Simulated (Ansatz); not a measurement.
# CH4BNS: a ladder of functionals and wavefunction methods

One table from this session's results is given with a row withheld; the runs are named, their logs left out.

The runs use Ansatz 0.2.0, Gaussian basis; functionals in def2-TZVPP, the program's frozen cores in correlated methods.

Levels to be run: LDA (SPW92), PBE-D4, revPBE-D4, BLYP-D4, r2SCAN-D4, B97M-V, PBE0-D4, B3LYP-D4, r2SCANh-D4, r2SCAN0-D4, HSE06-D4, BHLYP-D4, CAM-B3LYP-D4, LC-ωPBE, ωB97X-V, ωB97M-V, B2PLYP, PBE-QIDH; CCSD(T)/def2-SVP; CCSD(T)/def2-TZVPP; MP2/def2-QZVPP; extrapolation to the limit; RPA on PBE.

## Structure used throughout

An earlier PBE0-D4 in a triple-zeta def2 set relaxation fixed the geometry.

SMILES `NB1CS1`, 8 atoms, charge 0, spin multiplicity 1.

Atoms are counted from 1 here; the program's logs count them from 0.

Bond lengths: N1–B2 1.380 Å, N1–H5 1.005 Å, N1–H6 1.005 Å, B2–C3 1.529 Å, B2–S4 1.768 Å, C3–S4 1.871 Å, C3–H7 1.086 Å, C3–H8 1.086 Å. Angles: B2–N1–H5 123.0°, B2–N1–H6 122.6°, H5–N1–H6 114.4°, N1–B2–C3 147.0°, N1–B2–S4 144.3°, C3–B2–S4 68.7°, B2–C3–S4 61.7°, B2–C3–H7 121.3°, B2–C3–H8 121.3°, S4–C3–H7 113.6°, S4–C3–H8 113.6°, H7–C3–H8 113.5°, B2–S4–C3 49.6°.

Set-up of the first run:

Input file in.yaml:

```yaml
crystal:
  periodic: [false, false, false]
  atoms:
    - {symbol: N, position_ang: [-0.502024, 1.402059, -0.174136]}
    - {symbol: B, position_ang: [-0.174969, 0.063775, -0.253052]}
    - {symbol: C, position_ang: [0.580378, -1.110057, 0.370835]}
    - {symbol: S, position_ang: [-0.392926, -1.414875, -1.197379]}
    - {symbol: H, position_ang: [-1.088451, 1.862181, -0.848229]}
    - {symbol: H, position_ang: [-0.171832, 1.997568, 0.564809]}
    - {symbol: H, position_ang: [1.653931, -1.220535, 0.245351]}
    - {symbol: H, position_ang: [0.188094, -1.637215, 1.236101]}
basis:
  gaussian: {orbitals: def2-TZVPP}
hamiltonian: {xc: lda}
output: {orbitals: {seedname: orbitals}}
```

The run is started by

```
> ansatz run in.yaml --threads 2 --pin off --events-out ev --progress --plain --max-ram 4352MiB
```

Steps of the session up to this table: LDA; PBE-D4 (GGA); revPBE-D4 (GGA); BLYP-D4 (GGA); r2SCAN-D4 (meta-GGA); B97M-V (meta-GGA); B3LYP-D4 (hybrid); r2SCANh-D4 (hybrid); r2SCAN0-D4 (hybrid); HSE06-D4 (hybrid); BHLYP-D4 (hybrid); CAM-B3LYP-D4 (range-separated); LC-ωPBE (range-separated); ωB97X-V (range-separated); ωB97M-V (range-separated); B2PLYP (double hybrid); PBE-QIDH (double hybrid).

One of the session's tables, all rows but one given; the rest of the session is left out.

It belongs to the step «Orbital energies across the functionals». 

| functional | HOMO (eV) | LUMO (eV) | gap (eV) |
| --- | --- | --- | --- |
| LDA (SPW92) | -5.68 | -0.73 | 4.95 |
| PBE-D4 | -5.56 | -0.57 | 4.99 |
| revPBE-D4 | -5.52 | -0.51 | 5.01 |
| BLYP-D4 | -5.39 | -0.51 | 4.89 |
| r2SCAN-D4 | -5.81 | -0.23 | 5.58 |
| B97M-V | -5.87 | -0.33 | 5.54 |
| PBE0-D4 | -6.75 | 0.33 | 7.08 |
| B3LYP-D4 | ? | ? | ? |
| r2SCANh-D4 | -6.25 | 0.10 | 6.35 |
| r2SCAN0-D4 | -6.92 | 0.58 | 7.50 |
| HSE06-D4 | -6.35 | -0.04 | 6.31 |
| BHLYP-D4 | -7.80 | 1.06 | 8.85 |
| CAM-B3LYP-D4 | -8.05 | 1.20 | 9.25 |
| LC-ωPBE | -9.44 | 2.43 | 11.88 |
| ωB97X-V | -9.08 | 2.26 | 11.34 |
| ωB97M-V | -8.91 | 1.84 | 10.75 |

Estimate the missing values for B3LYP-D4.

Worked estimate for «HOMO (eV)». Against the share of exact exchange, BLYP-D4 (0, -5.39), BHLYP-D4 (0.5, -7.80) give a slope of -4.82 per unit share; at 0.2 the line stands at -6.35.

**Answer.** HOMO (eV): -6.51; LUMO (eV): 0.04; gap (eV): 6.55. In «HOMO (eV)» the line misses by +0.16.
